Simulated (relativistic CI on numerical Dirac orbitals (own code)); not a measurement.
**Ions of krypton: ground levels and radial parameters**

Each member is run with a single configuration, to see the trend of ground level, magnetic moment, spin-orbit coupling and shell size.

The numbers are computed with relativistic CI on numerical Dirac orbitals (own code) version 3 (Dirac-Coulomb-Breit CI, KLI orbitals optimised for each configuration, model QED (radiative potential, 1s self-energy scaled to tabulated hydrogen-like ionisation energies), valence Slater integrals scaled by 0.9), except any that are marked as measured or tabulated.

## Step 1: What is computed

```
members      : Kr²⁵⁺ [Ne] 3s, Kr²⁷⁺ [He] 2s2 2p5, Kr²⁸⁺ [He] 2s2 2p4, Kr²⁹⁺ [He] 2s2 2p3
Slater scale : 0.9
```

## Step 2: Kr²⁵⁺, [Ne] 3s

The run's settings:

```ini
atom Kr  Z=36  charge=25  electrons=11
nucleus A=84  rms_radius_fm=4.1884
hamiltonian dirac-coulomb  breit=on  qed=on  c_scale=1
orbitals kli  potential=per-configuration
slater_scale 0.9
correlation none
mixing on
configurations
  [Ne] 3s
end
```

Command:

```bash
python run_levels.py task.json out
```

One command runs all members of the session, one after another, from task.json.

Main fields of the result record, rounded:

```text
{
  "status": "converged",
  "levels [i, E_cm, J2, conf, term, w_term, jj, w_jj, g]": [
    [0, 0, 1, "3s", "2S", 1, "3s", 1, 1.999]
  ],
  "n_levels_all": 1,
  "total_energy [Ha]": -2368.5401422,
  "configurations [conf, odd, states, E_av_cm, breit_Ha, qed_Ha, corr_Ha]": [
    ["3s", 0, 2, 0, 1.276, 0.9529, "-"]
  ],
  "radial 3s [Ha, bohr]": {"<r^1>(3s)": 0.44215, "<r^2>(3s)": 0.22216, "<r^4>(3s)": 0.071815}
}
```

It took 0.04 s on 1 thread, shared host.

## Step 3: Kr²⁷⁺, [He] 2s2 2p5

Changes to the settings of step 2:

```diff
@@ -1,2 +1,2 @@
-atom Kr  Z=36  charge=25  electrons=11
+atom Kr  Z=36  charge=27  electrons=9
 nucleus A=84  rms_radius_fm=4.1884
@@ -8,3 +8,3 @@
 configurations
-  [Ne] 3s
+  [He] 2s2 2p5
 end
```

Main fields:

```text
{
  "status": "converged",
  "levels [i, E_cm, J2, conf, term, w_term, jj, w_jj, g, tau_s]": [
    [0, 0, 3, "2p5", "2P*", 1, "2p3/2^3", 1, 1.327, "-"],
    [1, 446309.2, 1, "2p5", "2P*", 1, "2p1/2 2p3/2^4", 1, 0.6564, 6.302e-07]
  ],
  "lines, the strongest and those to the lowest levels [upper, lower, type, S_au, A_per_s, branching]": [
    [1, 0, "M1", 1.323, 1.586e+06, 0.9996]
  ],
  "n_levels_all": 2,
  "total_energy [Ha]": -2216.7935904,
  "configurations [conf, odd, states, E_av_cm, breit_Ha, qed_Ha, corr_Ha]": [
    ["2p5", 1, 6, 148770, 1.164, 0.9418, "-"]
  ],
  "radial 2p5 [Ha, bohr]": {"<r^-3>(2p)": 1526.1, "<r^1>(2p)": 0.15417, "<r^2>(2p)": 0.028853, "<r^4>(2p)": 0.001611, "zeta(2p)": 1.3527}
}
```

Wall time 0.042 s (1 thread, shared host).

## Step 4: Kr²⁸⁺, [He] 2s2 2p4

The run's settings:

```ini
atom Kr  Z=36  charge=28  electrons=8
nucleus A=84  rms_radius_fm=4.1884
hamiltonian dirac-coulomb  breit=on  qed=on  c_scale=1
orbitals kli  potential=per-configuration
slater_scale 0.9
correlation none
mixing on
configurations
  [He] 2s2 2p4
end
```

Main fields:

```text
{
  "status": "converged",
  "levels [i, E_cm, J2, conf, term, w_term, jj, w_jj, g, tau_s]": [
    [0, 0, 4, "2p4", "3P", 0.7784, "2p3/2^2", 0.9844, 1.382, "-"],
    [1, 163748.05, 0, "2p4", "3P", 0.5196, "2p3/2^2", 0.9645, "-", 0.1403],
    [2, 426519.56, 2, "2p4", "3P", 1, "2p1/2 2p3/2^3", 1, 1.494, 6.592e-07],
    [3, 517742.24, 4, "2p4", "1D", 0.7784, "2p1/2 2p3/2^3", 0.9844, 1.103, 1.039e-06],
    [4, 1029595.7, 0, "2p4", "1S", 0.5196, "2p3/2^4", 0.9645, "-", 1.772e-07]
  ],
  "lines, the strongest and those to the lowest levels [upper, lower, type, S_au, A_per_s, branching]": [
    [1, 0, "E2", 0.0005406, 7.128, 1],
    [2, 0, "M1", 1.933, 1.348e+06, 0.8889],
    [2, 1, "M1", 1.031, 1.682e+05, 0.1109],
    [3, 0, "M1", 1.281, 9.594e+05, 0.9969],
    [4, 2, "M1", 0.9531, 5.639e+06, 0.9994]
  ],
  "n_levels_all": 5,
  "total_energy [Ha]": -2104.0384526,
  "configurations [conf, odd, states, E_av_cm, breit_Ha, qed_Ha, corr_Ha]": [
    ["2p4", 0, 15, 337441, 1.072, 0.9424, "-"]
  ],
  "radial 2p4 [Ha, bohr]": {"<r^-3>(2p)": 1568.2, "<r^1>(2p)": 0.15222, "<r^2>(2p)": 0.028088, "<r^4>(2p)": 0.0015195, "F2(2p,2p)": 2.8493, "zeta(2p)": 1.3929}
}
```

Wall time 0.045 s (1 thread, shared host).

## Step 5: Kr²⁹⁺, [He] 2s2 2p3

The run's settings:

```ini
atom Kr  Z=36  charge=29  electrons=7
nucleus A=84  rms_radius_fm=4.1884
hamiltonian dirac-coulomb  breit=on  qed=on  c_scale=1
orbitals kli  potential=per-configuration
slater_scale 0.9
correlation none
mixing on
configurations
  [He] 2s2 2p3
end
```

Main fields:

```text
{
  "status": "converged",
  "levels [i, E_cm, J2, conf, term, w_term, jj, w_jj, g, tau_s]": [
    [0, 0, 3, "2p3", "4S*", 0.4606, "2p3/2", 0.9363, 1.533, "-"],
    [1, 380554.49, 3, "2p3", "2D*", 0.5296, "2p1/2 2p3/2^2", 0.9428, 1.328, 8.416e-07],
    [2, 474281.05, 5, "2p3", "2D*", 1, "2p1/2 2p3/2^2", 1, 1.192, 4.563e-06],
    [3, 621338.4, 1, "2p3", "2P*", 1, "2p1/2 2p3/2^2", 1, 0.6559, 6.604e-07],
    [4, 998299.61, 3, "2p3", "2P*", 0.6034, "2p3/2^3", 0.9776, 1.252, 2.511e-07]
  ],
  "lines, the strongest and those to the lowest levels [upper, lower, type, S_au, A_per_s, branching]": [
    [1, 0, "M1", 3.197, 1.188e+06, 0.9999],
    [2, 0, "M1", 0.4462, 2.14e+05, 0.9767],
    [3, 0, "M1", 0.4642, 1.502e+06, 0.9918],
    [4, 1, "M1", 1.855, 2.949e+06, 0.7403],
    [4, 2, "M1", 0.6726, 6.526e+05, 0.1639]
  ],
  "n_levels_all": 5,
  "total_energy [Ha]": -1985.5135578,
  "configurations [conf, odd, states, E_av_cm, breit_Ha, qed_Ha, corr_Ha]": [
    ["2p3", 1, 20, 480189, 0.9831, 0.9429, "-"]
  ],
  "radial 2p3 [Ha, bohr]": {"<r^-3>(2p)": 1611.3, "<r^1>(2p)": 0.15034, "<r^2>(2p)": 0.027361, "<r^4>(2p)": 0.0014354, "F2(2p,2p)": 2.8888, "zeta(2p)": 1.4341}
}
```

Wall time 0.043 s (1 thread, shared host).

## Step 6: The trend

| ion | open shell | lowest level | LS (%) | g | moment (μB) | ζ (cm⁻¹) | F² (cm⁻¹) | <r> (bohr) |
| --- | --- | --- | --- | --- | --- | --- | --- | --- |
| Kr²⁵⁺ | 3s | 2S1/2 | 100 | 1.999 | 1.73 | - | - | 0.442 |
| Kr²⁷⁺ | 2p | 2P°3/2 | 100 | 1.327 | 2.57 | 296900 | - | 0.154 |
| Kr²⁸⁺ | 2p | 3P2 | 78 | 1.382 | 3.39 | 305700 | 625349 | 0.152 |
| Kr²⁹⁺ | 2p | 4S°3/2 + 2P° | 46 | 1.533 | 2.97 | 314800 | 634008 | 0.150 |

ζ, F² and <r> are unscaled and averaged over j; the moment is g√(J(J+1)) of the lowest level.

## Step 7: What came out

| quantity | value |
| --- | --- |
| lowest levels | Kr²⁵⁺ 2S1/2, Kr²⁷⁺ 2P°3/2, Kr²⁸⁺ 3P2, Kr²⁹⁺ 4S°3/2 + 2P° |
| largest moment | 3.39 μB (Kr²⁸⁺) |
| <r>, first and last | 3s 0.442, 2p 0.150 bohr |

What this shows: The open shell changes along the series (3s, 2p), so ζ and <r> compare only within one shell. The largest moment belongs to Kr²⁸⁺. For Kr²⁹⁺ the LS label holds under 70 % of the lowest level: spin-orbit coupling mixes terms.
